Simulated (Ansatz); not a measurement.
# C2H5AlBN (SMILES B[C]1=C[NH][AlH]1) at 6 levels

Aim: a comparison of 6 runs (B3LYP/6-31G*, PBE/6-31G*, revPBE/6-31G*, RPA@PBE/6-31G*, RPA@PBE0/6-31G*, BCCD(T)/6-31G*) of C2H5AlBN. 

The calculation is run with Ansatz 0.2.0.

127 further runs of the same task are left out: 127 set aside as unsound or not needed.

## (1) The molecule

C2H5AlBN has 10 atoms, charge 0, and is taken as a singlet. As SMILES, `B[C]1=C[NH][AlH]1`. The B1–H7 distance was set to 2.161 Å, away from the relaxed value. At this shape a bond of the SMILES string is far longer than usual.

Bond lengths: B1–C2 1.492 Å, C2–C3 1.391 Å, C3–N4 1.360 Å, C2–Al5 1.916 Å, N4–Al5 1.853 Å, B1–H6 1.207 Å, C3–H8 1.094 Å, N4–H9 1.004 Å, Al5–H10 1.581 Å. Some angles: B1–C2–C3 124.0°, B1–C2–Al5 153.2°, C3–C2–Al5 82.9°, C2–C3–N4 115.0°, C3–N4–Al5 86.1°, C2–Al5–N4 76.0°, C2–B1–H6 119.4°, C2–C3–H8 124.7°, N4–C3–H8 120.3°, C3–N4–H9 120.5°.

## (2) The energy at B3LYP/6-31G(d) (spherical functions) (run 1)

in.yaml

```yaml
crystal:
  periodic: [false, false, false]
  atoms:
    - {symbol: B, position_ang: [-1.394436, 0.081756, -0.607606]}
    - {symbol: C, position_ang: [-0.285236, -0.252144, 0.332294]}
    - {symbol: C, position_ang: [-0.456436, -0.966244, 1.513394]}
    - {symbol: N, position_ang: [0.679464, -1.168444, 2.233894]}
    - {symbol: Al, position_ang: [1.547064, -0.230044, 0.891594]}
    - {symbol: H, position_ang: [-2.517136, -0.277944, -0.350606]}
    - {symbol: H, position_ang: [-1.076200, 1.195400, -2.432600]}
    - {symbol: H, position_ang: [-1.414436, -1.354144, 1.872794]}
    - {symbol: H, position_ang: [0.650564, -1.674344, 3.100794]}
    - {symbol: H, position_ang: [3.076964, 0.140556, 0.748894]}
basis:
  gaussian:
    orbitals: 6-31G_st_-spherical.json
total_charge: 0
hamiltonian:
  xc: {name: B3LYP}
accuracy: high
output: {orbitals: {seedname: orbitals}}
```

The basis set 6-31G* is read from a file made from the Basis Set Exchange's data (not shown).

Run with:

```
$ ansatz run in.yaml --threads 1 --pin off --max-ram 3480MiB --events-out events.jsonl --progress --plain --runs-dir runs
```

Output:

```text
Warning: RAYON_NUM_THREADS=1 ignored (pool sized by the plan → 1); use --threads N
Functional definition: B3LYP
  name "B3LYP"
  parameter a0 = 0.2
  parameter ax = 0.72
  parameter ac = 0.81
  exchange = (1 - a0 - ax)*slater_x + ax*b88_x + a0*exact_x
  correlation = (1 - ac)*vwn_rpa_c + ac*lyp_c
2025 factors; integrals over basis functions are off by at most 3.4e-9 eV
mean field evaluation 1: about -10905.8431 eV, gradient 6.1e1 eV
mean field evaluation 2: about -10889.3299 eV, gradient 9.6e1 eV
mean field evaluation 4: about -10914.1733 eV, gradient 1.2e1 eV
mean field evaluation 8: about -10914.7689 eV, gradient 1.2e0 eV
mean field evaluation 16: about -10914.7726 eV, gradient 2.6e-4 eV
mean field -10914.77264298 eV, -401.1104963309 hartree, gradient 7.4e-8 eV, S^2 0.000000; 0 other end points of the search recorded, 0 dependent functions left out
reference -10914.77268745 eV, -401.1104979651 hartree; 21, 21 occupied and 63, 63 virtual orbitals, 2025 factors
Total energy: -10914.77268745 eV, -401.1104979651 hartree
```

Wall time 9.3 s (1 thread of Arm Neoverse V1, shared host); peak memory 0.29 GiB.

## (3) The energy at PBE/6-31G(d) (spherical functions) (run 2)

in.yaml

```yaml
crystal:
  periodic: [false, false, false]
  atoms:
    - symbol: B
      position_ang: [-1.394436, 0.081756, -0.607606]
    - symbol: C
      position_ang: [-0.285236, -0.252144, 0.332294]
    - symbol: C
      position_ang: [-0.456436, -0.966244, 1.513394]
    - symbol: "N"
      position_ang: [0.679464, -1.168444, 2.233894]
    - symbol: Al
      position_ang: [1.547064, -0.230044, 0.891594]
    - symbol: H
      position_ang: [-2.517136, -0.277944, -0.350606]
    - symbol: H
      position_ang: [-1.076200, 1.195400, -2.432600]
    - symbol: H
      position_ang: [-1.414436, -1.354144, 1.872794]
    - symbol: H
      position_ang: [0.650564, -1.674344, 3.100794]
    - symbol: H
      position_ang: [3.076964, 0.140556, 0.748894]
basis:
  gaussian: {orbitals: 6-31G_st_-spherical.json}
accuracy: high
output: {orbitals: {seedname: orbitals}}
hamiltonian: {xc: pbe}
```

The basis set 6-31G* is read from a file made from the Basis Set Exchange's data (not shown).

Run with:

```
$ ansatz run in.yaml --threads 1 --pin off --max-ram 3480MiB --events-out events.jsonl --progress --plain --runs-dir runs
```

Output:

```text
Warning: RAYON_NUM_THREADS=1 ignored (pool sized by the plan → 1); use --threads N
Functional definition: PBE
  name "PBE"
  parameter kappa = 0.804
  parameter beta = 0.06672455060314922
  exchange = pbe_x(kappa = kappa, mu = beta*pi^2/3)
  correlation = pbe_c(beta = beta)
2025 factors; integrals over basis functions are off by at most 3.4e-9 eV
mean field evaluation 1: about -10892.9817 eV, gradient 6.8e1 eV
mean field evaluation 2: about -10828.3706 eV, gradient 1.4e2 eV
mean field evaluation 4: about -10902.1715 eV, gradient 2.2e1 eV
mean field evaluation 8: about -10904.5555 eV, gradient 3.8e-1 eV
mean field evaluation 16: about -10904.5471 eV, gradient 1.4e-4 eV
mean field -10904.54706870 eV, -400.7347134071 hartree, gradient 1.1e-8 eV, S^2 0.000000; 0 other end points of the search recorded, 0 dependent functions left out
reference -10904.54707288 eV, -400.7347135607 hartree; 21, 21 occupied and 63, 63 virtual orbitals, 2025 factors
Total energy: -10904.54707288 eV, -400.7347135607 hartree
```

It took 8.1 s on 1 thread of Arm Neoverse V1, shared host; peak memory 0.23 GiB.

## (4) A single-point energy at revPBE/6-31G(d) (spherical functions) (run 3)

molecule.yaml

```yaml
crystal:
  periodic: [false, false, false]
  atoms:
    - {symbol: B, position_ang: [-1.394436, 0.081756, -0.607606]}
    - {symbol: C, position_ang: [-0.285236, -0.252144, 0.332294]}
    - {symbol: C, position_ang: [-0.456436, -0.966244, 1.513394]}
    - {symbol: "N", position_ang: [0.679464, -1.168444, 2.233894]}
    - {symbol: Al, position_ang: [1.547064, -0.230044, 0.891594]}
    - {symbol: H, position_ang: [-2.517136, -0.277944, -0.350606]}
    - {symbol: H, position_ang: [-1.076200, 1.195400, -2.432600]}
    - {symbol: H, position_ang: [-1.414436, -1.354144, 1.872794]}
    - {symbol: H, position_ang: [0.650564, -1.674344, 3.100794]}
    - {symbol: H, position_ang: [3.076964, 0.140556, 0.748894]}
basis:
  gaussian:
    orbitals: 6-31G_st_-spherical.json
hamiltonian:
  xc: {name: revPBE}
accuracy: high
output:
  orbitals: {seedname: orbitals}
```

The basis set 6-31G* is read from a file made from the Basis Set Exchange's data (not shown).

Run with:

```
$ ansatz run molecule.yaml --threads 1 --pin off --max-ram 3480MiB --events-out events.jsonl --progress --plain --runs-dir runs
```

Output:

```text
Warning: RAYON_NUM_THREADS=1 ignored (pool sized by the plan → 1); use --threads N
Functional definition: revPBE
  name "revPBE"
  parameter kappa = 1.245
[... 3 set-up lines as earlier in the session ...]
2025 factors; integrals over basis functions are off by at most 3.4e-9 eV
mean field evaluation 1: about -10900.5120 eV, gradient 6.7e1 eV
mean field evaluation 2: about -10839.9682 eV, gradient 1.4e2 eV
mean field evaluation 4: about -10909.2399 eV, gradient 2.2e1 eV
mean field evaluation 8: about -10911.5370 eV, gradient 3.9e-1 eV
mean field evaluation 16: about -10911.5283 eV, gradient 1.3e-4 eV
mean field -10911.52833388 eV, -400.9912701705 hartree, gradient 1.4e-8 eV, S^2 0.000000; 0 other end points of the search recorded, 0 dependent functions left out
reference -10911.52833908 eV, -400.9912703617 hartree; 21, 21 occupied and 63, 63 virtual orbitals, 2025 factors
Total energy: -10911.52833908 eV, -400.9912703617 hartree
```

Run time: 8.1 s. Hardware: 1 thread of Arm Neoverse V1, shared host; peak memory 0.23 GiB.

Runs 4 to 5 aren't shown in full; the table further down has their settings and results.

## (5) The energy at BCCD(T)/6-31G(d) (spherical functions) (run 6)

job.yaml

```yaml
crystal:
  periodic: [false, false, false]
  atoms:
    - symbol: B
      position_ang: [-1.394436, 0.081756, -0.607606]
    - symbol: C
      position_ang: [-0.285236, -0.252144, 0.332294]
    - symbol: C
      position_ang: [-0.456436, -0.966244, 1.513394]
    - symbol: N
      position_ang: [0.679464, -1.168444, 2.233894]
    - symbol: Al
      position_ang: [1.547064, -0.230044, 0.891594]
    - symbol: H
      position_ang: [-2.517136, -0.277944, -0.350606]
    - symbol: H
      position_ang: [-1.076200, 1.195400, -2.432600]
    - symbol: H
      position_ang: [-1.414436, -1.354144, 1.872794]
    - symbol: H
      position_ang: [0.650564, -1.674344, 3.100794]
    - symbol: H
      position_ang: [3.076964, 0.140556, 0.748894]
basis:
  gaussian:
    orbitals: 6-31G_st_-spherical.json
correlation:
  method: bccd_t
  frozen_orbitals: {Al: 5, B: 1, C: 1, H: 0, "N": 1}
scf:
  omitted_lower_state_checks: [cluster_reference, increment]
accuracy: high
```

The basis set 6-31G* is read from a file made from the Basis Set Exchange's data (not shown).

Run with:

```
$ ansatz run job.yaml --threads 1 --pin off --max-ram 3480MiB --events-out events.jsonl --progress --plain --runs-dir runs
```

Output:

```text
Warning: RAYON_NUM_THREADS=1 ignored (pool sized by the plan → 1); use --threads N
[... 12 lines left out ...]
9 core orbitals not correlated: weight in the atoms' cores, before any rotation towards them, 1.000 or more for the frozen orbitals, at most 0.000 for the correlated occupied ones
[... 31 lines left out ...]
Total energy: -10888.26205127 eV, -400.1362500552 hartree
Checks for a lower state left out: cluster_reference, increment
```

Wall time 27 s (1 thread of Arm Neoverse V1, shared host); peak memory 0.62 GiB.

## (6) Overview of the runs

```
run                                  level  frozen core orbitals  energy (Eh)  wall time
  1     B3LYP/6-31G* (spherical functions)                     –  -401.110498      9.3 s
  2       PBE/6-31G* (spherical functions)                     –  -400.734714      8.1 s
  3    revPBE/6-31G* (spherical functions)                     –  -400.991270      8.1 s
  4   RPA@PBE/6-31G* (spherical functions)                     9  -400.380657       13 s
  5  RPA@PBE0/6-31G* (spherical functions)                     9  -400.303642       16 s
  6   BCCD(T)/6-31G* (spherical functions)                     9  -400.136250       27 s
```

## (7) What came out

| quantity | value |
| --- | --- |
| run 6: total energy | -400.13625 Eh |
| run 6: correlation energy (9 core orbitals frozen) | -612.7 mEh |
| run 6: (T) correction | -27.27 mEh |

What this shows: Over runs 1, 2, 3 the HOMO–LUMO gap runs from 2.12 eV (PBE/6-31G*) to 3.68 eV (B3LYP/6-31G*). Totals of different functionals can't be ranked against each other. In run 6 the log says that unrestricted orbitals would lower the reference, so the values rest on an unstable closed-shell determinant (other closed-shell runs at this shape may share the fault). All runs together took 81 s, the longest 27 s.
